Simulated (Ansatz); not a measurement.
# wB97X/def2-SVP (core potential) run of AlSbH3F (SMILES [F][AlH][SbH2])

Aim: the vertical ionisation energy of AlSbH3F at wB97X/def2-SVP (core potential), from 2 runs. 

The calculation is run with Ansatz 0.2.0.

60 further runs of the same task are left out: 60 set aside as unsound or not needed.

## (1) The system as given

The species is AlSbH3F (6 atoms), meant as a singlet with charge 0. As SMILES, `[F][AlH][SbH2]`. The coordinates come from a PBE0-D4/def2-TZVP relaxation. This is one conformer, not always the lowest.

Bond lengths: F1–Al2 1.653 Å, Al2–Sb3 2.636 Å, Al2–H4 1.582 Å, Sb3–H5 1.710 Å, Sb3–H6 1.709 Å. Angles: F1–Al2–Sb3 116.3°, F1–Al2–H4 116.4°, Sb3–Al2–H4 127.3°, Al2–Sb3–H5 88.3°, Al2–Sb3–H6 87.8°, H5–Sb3–H6 91.6°.

## (2) The energy at wB97X/def2-SVP (core potential)

Input file in.yaml:

```yaml
crystal:
  periodic: [false, false, false]
  atoms:
    - {symbol: F, position_ang: [-1.114600, -1.632400, 1.262300]}
    - {symbol: Al, position_ang: [-0.336100, -1.039300, -0.069800]}
    - {symbol: Sb, position_ang: [1.279900, 1.003700, 0.334800]}
    - {symbol: H, position_ang: [-0.594800, -1.800700, -1.431700]}
    - {symbol: H, position_ang: [0.842100, 1.592000, -1.209900]}
    - {symbol: H, position_ang: [-0.034400, 1.812900, 1.068100]}
basis:
  gaussian: {orbitals: def2-SVP}
accuracy: high
output: {orbitals: {seedname: orbitals}}
hamiltonian: {xc: {name: wB97X}}
```

Run with:

```console
$ ansatz run in.yaml --threads 1 --pin off --max-ram 3480MiB --events-out events.jsonl --progress --plain --runs-dir runs
```

The log of the run:

```text
Warning: RAYON_NUM_THREADS=1 ignored (pool sized by the plan → 1); use --threads N
Functional definition: wB97X
  name "wB97X"
  parameter omega = 0.3/bohr
  parameter cx = 0.157706
  parameter cx1 = 0.726479
  parameter cx2 = 1.04760
  parameter cx3 = -5.70635
  parameter cx4 = 13.2794
  parameter css1 = -4.33879
  parameter css2 = 18.2308
  parameter css3 = -31.7430
  parameter css4 = 17.2901
  parameter cos1 = 2.37031
  parameter cos2 = -11.3995
  parameter cos3 = 6.58405
  parameter cos4 = -3.78132
  exchange = spin_sum(e_x_unif_sr(omega)*poly(b97_u_x, 1 - cx, cx1, cx2, cx3, cx4)) + cx*exact_x_sr(omega)
      + exact_x_lr(omega)
  correlation = spin_sum(e_c_pw_same_spin*poly(b97_u_same, 1, css1, css2, css3, css4))
      + integral(e_c_pw_opposite_spin*poly(b97_u_opposite, 1, cos1, cos2, cos3, cos4))
1642 factors; integrals over basis functions are off by at most 3.6e-9 eV
360 factors; integrals over basis functions are off by at most 2.3e-9 eV
mean field evaluation 1: about -15895.7488 eV, gradient 3.5e1 eV
mean field evaluation 2: about -15895.2310 eV, gradient 4.4e1 eV
mean field evaluation 4: about -15898.0261 eV, gradient 1.3e0 eV
mean field evaluation 8: about -15898.0793 eV, gradient 9.5e-2 eV
mean field evaluation 16: about -15898.0794 eV, gradient 5.4e-5 eV
mean field -15898.07937190 eV, -584.2436408122 hartree, gradient 1.6e-8 eV, S^2 0.000000; 0 other end points of the search recorded, 0 dependent functions left out
reference -15898.07936873 eV, -584.2436406955 hartree; 24, 24 occupied and 49, 49 virtual orbitals, 1642 factors
Total energy: -15898.07936873 eV, -584.2436406955 hartree
```

Wall time 31 s (1 thread of Arm Neoverse V1, shared host); peak memory 0.45 GiB.

## (3) The doublet cation, same level

Input file input.yaml:

```yaml
crystal:
  periodic: [false, false, false]
  atoms:
    - {symbol: F, position_ang: [-1.114600, -1.632400, 1.262300]}
    - {symbol: Al, position_ang: [-0.336100, -1.039300, -0.069800]}
    - {symbol: Sb, position_ang: [1.279900, 1.003700, 0.334800]}
    - {symbol: H, position_ang: [-0.594800, -1.800700, -1.431700]}
    - {symbol: H, position_ang: [0.842100, 1.592000, -1.209900]}
    - {symbol: H, position_ang: [-0.034400, 1.812900, 1.068100]}
basis:
  gaussian: {orbitals: def2-SVP}
total_charge: 1
magnetization: {spin_polarized: true, initial_magnetization: 1}
hamiltonian: {xc: {name: wB97X}}
accuracy: high
output: {orbitals: {seedname: orbitals}}
```

Run with:

```console
$ ansatz run input.yaml --threads 1 --pin off --max-ram 3480MiB --events-out events.jsonl --progress --plain --runs-dir runs
```

The log of the run:

```text
Warning: RAYON_NUM_THREADS=1 ignored (pool sized by the plan → 1); use --threads N
Functional definition: wB97X
  name "wB97X"
  parameter omega = 0.3/bohr
  parameter cx = 0.157706
  parameter cx1 = 0.726479
  parameter cx2 = 1.04760
  parameter cx3 = -5.70635
  parameter cx4 = 13.2794
  parameter css1 = -4.33879
  parameter css2 = 18.2308
  parameter css3 = -31.7430
  parameter css4 = 17.2901
  parameter cos1 = 2.37031
  parameter cos2 = -11.3995
  parameter cos3 = 6.58405
  parameter cos4 = -3.78132
  exchange = spin_sum(e_x_unif_sr(omega)*poly(b97_u_x, 1 - cx, cx1, cx2, cx3, cx4)) + cx*exact_x_sr(omega)
      + exact_x_lr(omega)
  correlation = spin_sum(e_c_pw_same_spin*poly(b97_u_same, 1, css1, css2, css3, css4))
      + integral(e_c_pw_opposite_spin*poly(b97_u_opposite, 1, cos1, cos2, cos3, cos4))
1642 factors; integrals over basis functions are off by at most 3.6e-9 eV
360 factors; integrals over basis functions are off by at most 2.3e-9 eV
mean field evaluation 1: about -15880.4129 eV, gradient 4.8e1 eV
mean field evaluation 2: about -15850.7986 eV, gradient 9.8e1 eV
mean field evaluation 4: about -15888.7203 eV, gradient 1.5e0 eV
mean field evaluation 8: about -15888.7923 eV, gradient 1.4e-1 eV
mean field evaluation 16: about -15888.7947 eV, gradient 7.9e-3 eV
mean field evaluation 32: about -15888.7947 eV, gradient 2.4e-7 eV
mean field -15888.79474545 eV, -583.9024370834 hartree, gradient 2.7e-8 eV, S^2 0.761575; 2 other end points of the search recorded, 0 dependent functions left out
reference -15888.79474235 eV, -583.9024369696 hartree; 24, 23 occupied and 49, 50 virtual orbitals, 1642 factors
Total energy: -15888.79474235 eV, -583.9024369696 hartree
```

Wall time 70 s (1 thread of Arm Neoverse V1, shared host); peak memory 0.78 GiB.

## (4) What came out

Level: wB97X/def2-SVP (core potential).

```
                                          quantity          value
                     singlet AlSbH3F: total energy  -584.24364 Eh
                      singlet AlSbH3F: HOMO energy       -9.19 eV
                      singlet AlSbH3F: LUMO energy        0.59 eV
                    singlet AlSbH3F: HOMO–LUMO gap        9.78 eV
                      doublet cation: total energy  -583.90244 Eh
doublet cation: HOMO energy (highest over α and β)      -16.19 eV
 doublet cation: LUMO energy (lowest over α and β)       -9.47 eV
                              doublet cation: ⟨S²⟩          0.762
vertical ionisation energy (to the doublet cation)       9.285 eV
```

What this shows: The vertical ionisation energy comes to 9.28 eV (214 kcal/mol). The negative HOMO energy of the first species, 9.19 eV, lies 0.09 eV below that difference.
